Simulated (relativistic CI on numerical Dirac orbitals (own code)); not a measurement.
# Mo⁴¹⁺: how the levels respond to the fine-structure constant and the nuclear radius

Aim: the factor q = dE/dx of each excitation energy, x = (α/α0)² − 1, by finite differences, and the field-shift factor by the mean square nuclear radius, for the lowest 4 levels.

The numbers are computed with relativistic CI on numerical Dirac orbitals (own code) version 2 (Dirac-Coulomb-Breit CI, KLI orbitals optimised for each configuration, derivatives by finite differences), except any that are marked as measured or tabulated.

### 1 The atom as given

```
ion                 : Mo⁴¹⁺ (Mo XLII)
nuclear charge      : 42
electrons           : 1
isotope             : A = 98
first configuration : 1s
```

The outer shells:

1s1
```
1s [↑ ]
```

### 2 Levels and derivatives

Settings of the run:

```ini
atom Mo  Z=42  charge=41  electrons=1
nucleus A=98  rms_radius_fm=4.4091
hamiltonian dirac-coulomb  breit=on  qed=off  c_scale=1
orbitals kli  potential=per-configuration
slater_scale 1
correlation none
mixing on
configurations
  1s
  2s
  2p
end
derivatives alpha2 +-0.01 radius +-1%
```

Q: Predict the outcome of this session. Wanted: lowest level; largest q in size, lowest 4 levels; largest field-shift factor among them.

**Answer**, as computed:

```
                             quantity                          value
                         lowest level                       1s 2S1/2
   largest q in size, lowest 4 levels     4.720e+06 cm⁻¹ (2p 2P°3/2)
largest field-shift factor among them  -8.28e+03 GHz/fm² (2p 2P°3/2)
```

**Reading.** Among these levels the largest q belongs to 2p 2P°3/2, a change of configuration. K = 2q/E, the relative sensitivity of a level, hangs on the computed energy: between configurations that lie close it can be off by a factor of several.
